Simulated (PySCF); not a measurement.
# C5H9F3Si: NMR shifts at several levels of theory

Aim: compute the NMR shifts of C5H9F3Si (`F[Si](F)(F)C1CCCC1`) at several levels, and see how far they spread and what each costs.

The runs use PySCF 2.14.0, with density-fitted response routines of our own; the level of theory stands in each step. All values are computed, except where a source is named. Atoms count from 0, in the outputs and in this text.

## 1. The starting structure

18 atoms, charge 0, multiplicity 1; geometry from: GFN2-xTB.

Bonds of the start (Å): F0–Si1 1.59, Si1–F2 1.59, Si1–F3 1.59, Si1–C4 1.88, C4–C5 1.54, C5–C6 1.53, C6–C7 1.54, C7–C8 1.53, C8–C4 1.54, C4–H9 1.09, C5–H10 1.09, C5–H11 1.09, C6–H12 1.09, C6–H13 1.09, C7–H14 1.09, C7–H15 1.09, C8–H16 1.09, C8–H17 1.09.

## 2. Geometry optimisation at PBE0-D3(BJ)/def2-SVP

The job: settings as JSON, then the geometry in Å.

```
{"job": {"xc": "PBE0", "basis": "def2-SVP", "d3": "d3bj", "grid": 1, "kind": "geom"}, "charge": 0, "multiplicity": 1}
F      2.035010    -0.564600     0.923180
Si     0.959940     0.187500     0.025280
F      1.808570     0.867980    -1.134890
F      0.522120     1.417120     0.931240
C     -0.407500    -0.939160    -0.610640
C     -1.262860    -1.555800     0.510070
C     -2.256810    -0.449780     0.877930
C     -2.395410     0.427120    -0.381850
C     -1.476650    -0.203220    -1.433080
H      0.051630    -1.729840    -1.212670
H     -1.796640    -2.419890     0.110220
H     -0.676510    -1.886490     1.366130
H     -3.213590    -0.868600     1.186230
H     -1.870190     0.142330     1.706710
H     -3.424910     0.468350    -0.734450
H     -2.076300     1.446350    -0.166660
H     -1.059500     0.536520    -2.114820
H     -2.031440    -0.934380    -2.023880
```

What it wrote:

```text
step   0  E = -784.08245680  max force = 0.015505
step   1  E = -784.08689195  max force = 0.003568
step   2  E = -784.08698747  max force = 0.001717
step   3  E = -784.08700851  max force = 0.000207
step   4  E = -784.08701676  max force = 0.000395
optimisation converged
```

Wall time 41 s (8 threads of Arm Neoverse V1, shared host).

Step by step:

| step | energy from step 0 (eV) | largest force component (eV/Å) |
| --- | --- | --- |
| 0 | 0.0000 | 0.7973 |
| 1 | -0.1207 | 0.1835 |
| 2 | -0.1233 | 0.0883 |
| 3 | -0.1239 | 0.0106 |
| 4 | -0.1241 | 0.0203 |

Close pairs (by a distance rule), those that changed most:

| bond | before (Å) | after (Å) | change (Å) |
| --- | --- | --- | --- |
| Si1–C4 | 1.882 | 1.845 | -0.037 |
| Si1–F3 | 1.589 | 1.610 | +0.021 |
| F0–Si1 | 1.590 | 1.607 | +0.017 |
| Si1–F2 | 1.590 | 1.607 | +0.016 |
| C8–H16 | 1.089 | 1.101 | +0.012 |
| C5–H11 | 1.089 | 1.101 | +0.012 |
| C5–H10 | 1.092 | 1.103 | +0.011 |
| C8–H17 | 1.092 | 1.103 | +0.011 |

The next job starts from the end point, and lists it.

| at the end point | value |
| --- | --- |
| point group (found at 0.08 Å tolerance) | Cs |
| rotational constants (GHz, main isotopes) | 2.220, 1.037, 0.971 |
| dipole moment (D) | 2.83 |

## 3. Shielding tensors: PBE0/pcSseg-2

The job: settings as JSON, then the geometry in Å.

```
{"job": {"kind": "nmr", "xc": "PBE0", "basis": "pcSseg-2", "pop": false}, "charge": 0, "multiplicity": 1}
F      1.986764    -0.601197     0.967221
Si     0.943955     0.179394     0.026444
F      1.793394     0.825309    -1.174766
F      0.381602     1.410180     0.899222
C     -0.389553    -0.932110    -0.598501
C     -1.239068    -1.541881     0.529660
C     -2.265600    -0.451884     0.873480
C     -2.397111     0.425511    -0.393160
C     -1.444062    -0.184184    -1.432718
H      0.129188    -1.708103    -1.188135
H     -1.749627    -2.433910     0.130091
H     -0.653013    -1.878544     1.398822
H     -3.224848    -0.890069     1.185300
H     -1.910071     0.155996     1.718719
H     -3.428505     0.468044    -0.772388
H     -2.103733     1.461314    -0.166829
H     -1.022130     0.560451    -2.125503
H     -1.978619    -0.922808    -2.052910
```

Level: GIAO PBE0/pcSseg-2 NMR shielding, non-relativistic, gas phase.

What it wrote:

```text
coarse grid: 15896 points
cycle   1  E = -784.6300916360  dE =  9.293e-01  |g| = 9.259e-01  |ddm| = 3.030e+00
cycle   2  E = -784.4973795031  dE =  1.327e-01  |g| = 1.348e+00  |ddm| = 1.270e+00
cycle   3  E = -784.7708198869  dE = -2.734e-01  |g| = 6.345e-02  |ddm| = 7.716e-01
cycle   4  E = -784.7713484597  dE = -5.286e-04  |g| = 3.855e-02  |ddm| = 7.182e-02
cycle   5  E = -784.7716770436  dE = -3.286e-04  |g| = 8.597e-03  |ddm| = 3.387e-02
cycle   6  E = -784.7716924760  dE = -1.543e-05  |g| = 9.321e-04  |ddm| = 6.805e-03
cycle   7  E = -784.7716926287  dE = -1.527e-07  |g| = 5.092e-04  |ddm| = 1.036e-03
final grid: 151128 points
cycle   8  E = -784.7735790995  dE = -1.424e-04  |g| = 8.263e-03  |ddm| = 7.212e-02
cycle   9  E = -784.7735671940  dE =  1.191e-05  |g| = 1.077e-02  |ddm| = 1.408e-02
cycle  10  E = -784.7735959275  dE = -2.873e-05  |g| = 6.966e-04  |ddm| = 8.081e-03
cycle  11  E = -784.7735960029  dE = -7.538e-08  |g| = 3.292e-04  |ddm| = 7.761e-04
cycle  12  E = -784.7735960174  dE = -1.450e-08  |g| = 1.128e-04  |ddm| = 2.160e-04
cycle  13  E = -784.7735960193  dE = -1.952e-09  |g| = 8.242e-06  |ddm| = 7.266e-05
cycle  14  E = -784.7735960193  dE = -1.273e-11  |g| = 3.901e-06  |ddm| = 9.970e-06
converged SCF energy = -784.7735960193

GIAO shielding tensors (ppm)
atom      isotropic    diamagn.    paramagn.     s11        s22        s33       span
  0 F      323.193     467.907    -144.713    267.453    296.923    405.203    137.750
  1 Si     394.185     876.715    -482.530    361.969    368.181    452.406     90.438
  2 F      323.094     467.846    -144.752    267.634    296.199    405.448    137.815
  3 F      316.894     470.389    -153.496    270.973    274.349    405.360    134.387
  4 C      159.025     253.040     -94.015    138.831    165.946    172.298     33.467
  5 C      153.865     243.836     -89.971    126.975    164.139    170.481     43.506
  6 C      158.442     245.732     -87.290    130.206    170.917    174.203     43.996
  7 C      158.420     245.727     -87.306    130.125    170.915    174.222     44.097
  8 C      153.861     243.856     -89.995    126.977    164.222    170.384     43.407
  9 H       29.675      32.251      -2.575     25.930     26.742     36.355     10.425
 10 H       29.537      29.214       0.323     23.968     27.370     37.272     13.304
 11 H       29.172      30.420      -1.249     24.611     27.477     35.427     10.817
 12 H       29.501      26.992       2.508     24.322     27.055     37.125     12.803
 13 H       29.431      31.260      -1.830     26.176     26.584     35.532      9.356
 14 H       29.504      27.003       2.501     24.325     27.058     37.129     12.804
 15 H       29.408      31.278      -1.870     26.228     26.513     35.483      9.255
 16 H       29.176      30.435      -1.258     24.630     27.469     35.430     10.800
 17 H       29.533      29.227       0.305     23.968     27.358     37.272     13.304
```

Wall time 96 s (8 threads of Arm Neoverse V1, shared host).

The references, computed at this level on geometries of the same kind, shield at (ppm): 1H TMS 31.25, 13C TMS 184.1, 29Si TMS 341.3, 19F CFCl3 175.8. Their shielding less the atom's gives the shift. The references are single molecules in the gas phase, so shifts against H2O, NH3, PH3, H3PO4 or CFCl3 are not on the usual liquid scales and can be off by tens of ppm. Atoms listed in one row are averaged.

| atoms | environment | σ (ppm) | δ (ppm) |
| --- | --- | --- | --- |
| C5, C8 | sp3 CH2 in a ring | 153.9 | 30.3 |
| C6, C7 | sp3 CH2 in a ring | 158.4 | 25.7 |
| C4 | sp3 CH bonded to Si | 159.0 | 25.1 |
| H11, H16 | hydrogen on an sp3 CH2 in a ring | 29.17 | 2.07 |
| H13, H15 | hydrogen on an sp3 CH2 in a ring | 29.42 | 1.83 |
| H12, H14 | hydrogen on an sp3 CH2 in a ring | 29.50 | 1.74 |
| H10, H17 | hydrogen on an sp3 CH2 in a ring | 29.53 | 1.71 |
| H9 | hydrogen on an sp3 CH bonded to Si | 29.68 | 1.57 |
| F0, F2, F3 | fluorine bonded to Si | 321.1 | -145.3 |
| Si1 | silicon bonded to C, 3 F | 394.2 | -52.9 |

Ring of atoms C4, C5, C6, C7, C8: NICS(0) -6.3, NICS(1) -3.7, NICS(1)zz -7.0 ppm (means of both faces).

## 4. Nuclear shieldings: PBE/pcSseg-2

Same as in step 3 but for these lines:

```diff
@@ -1,2 +1,2 @@
-{"job": {"kind": "nmr", "xc": "PBE0", "basis": "pcSseg-2", "pop": false}, "charge": 0, "multiplicity": 1}
+{"job": {"kind": "nmr", "xc": "PBE", "basis": "pcSseg-2", "pop": false}, "charge": 0, "multiplicity": 1}
 F      1.986764    -0.601197     0.967221
```

Method: GIAO PBE/pcSseg-2 NMR shielding, non-relativistic, gas phase.

What it wrote:

```text
coarse grid: 15896 points
cycle   1  E = -784.5008138128  dE =  7.929e-01  |g| = 1.090e+00  |ddm| = 3.079e+00
cycle   2  E = -783.9753390139  dE =  5.255e-01  |g| = 2.088e+00  |ddm| = 2.142e+00
cycle   3  E = -784.7111442772  dE = -7.358e-01  |g| = 1.245e-01  |ddm| = 1.544e+00
cycle   4  E = -784.7134772878  dE = -2.333e-03  |g| = 7.077e-02  |ddm| = 1.449e-01
cycle   5  E = -784.7144989451  dE = -1.022e-03  |g| = 2.041e-02  |ddm| = 6.271e-02
cycle   6  E = -784.7145885253  dE = -8.958e-05  |g| = 3.430e-03  |ddm| = 1.642e-02
cycle   7  E = -784.7145901342  dE = -1.609e-06  |g| = 1.663e-03  |ddm| = 3.140e-03
final grid: 151128 points
cycle   8  E = -784.7183254648  dE = -2.156e-04  |g| = 1.339e-02  |ddm| = 9.923e-02
cycle   9  E = -784.7182224253  dE =  1.030e-04  |g| = 2.409e-02  |ddm| = 2.774e-02
cycle  10  E = -784.7183698778  dE = -1.475e-04  |g| = 2.045e-03  |ddm| = 1.869e-02
cycle  11  E = -784.7183704813  dE = -6.035e-07  |g| = 9.243e-04  |ddm| = 1.946e-03
cycle  12  E = -784.7183706032  dE = -1.218e-07  |g| = 1.360e-04  |ddm| = 5.756e-04
cycle  13  E = -784.7183706067  dE = -3.479e-09  |g| = 4.024e-05  |ddm| = 1.375e-04
cycle  14  E = -784.7183706069  dE = -2.269e-10  |g| = 1.817e-05  |ddm| = 3.470e-05
converged SCF energy = -784.7183706069

GIAO shielding tensors (ppm)
atom      isotropic    diamagn.    paramagn.     s11        s22        s33       span
  0 F      308.282     467.784    -159.502    248.903    281.013    394.928    146.025
  1 Si     376.198     877.073    -500.875    348.059    354.200    426.334     78.276
  2 F      308.180     467.724    -159.544    249.090    280.244    395.206    146.117
  3 F      301.578     470.254    -168.676    251.456    257.662    395.616    144.161
  4 C      151.255     252.569    -101.314    131.685    158.052    164.029     32.345
  5 C      147.210     243.198     -95.988    119.750    157.174    164.705     44.955
  6 C      152.241     245.093     -92.852    123.175    164.822    168.724     45.549
  7 C      152.218     245.080     -92.861    123.097    164.816    168.743     45.646
  8 C      147.202     243.204     -96.001    119.746    157.256    164.604     44.858
  9 H       29.437      32.102      -2.664     25.931     26.764     35.617      9.686
 10 H       29.392      29.379       0.013     23.892     27.466     36.818     12.926
 11 H       29.003      30.343      -1.340     24.646     27.512     34.850     10.204
 12 H       29.371      27.482       1.889     24.366     27.150     36.595     12.229
 13 H       29.286      31.014      -1.727     26.148     26.651     35.060      8.913
 14 H       29.374      27.494       1.880     24.369     27.154     36.598     12.229
 15 H       29.263      31.027      -1.764     26.200     26.579     35.010      8.810
 16 H       29.008      30.353      -1.346     24.664     27.505     34.853     10.189
 17 H       29.388      29.390      -0.002     23.892     27.454     36.817     12.925
```

It took 58 s on 8 threads of Arm Neoverse V1, shared host.

Key values: δ C5 32.2, C4 28.1, C6 27.2, F0 -163.1, H11 2.17, H13 1.90 ppm (means over like atoms).

(Part 1 of 2 ends here.)
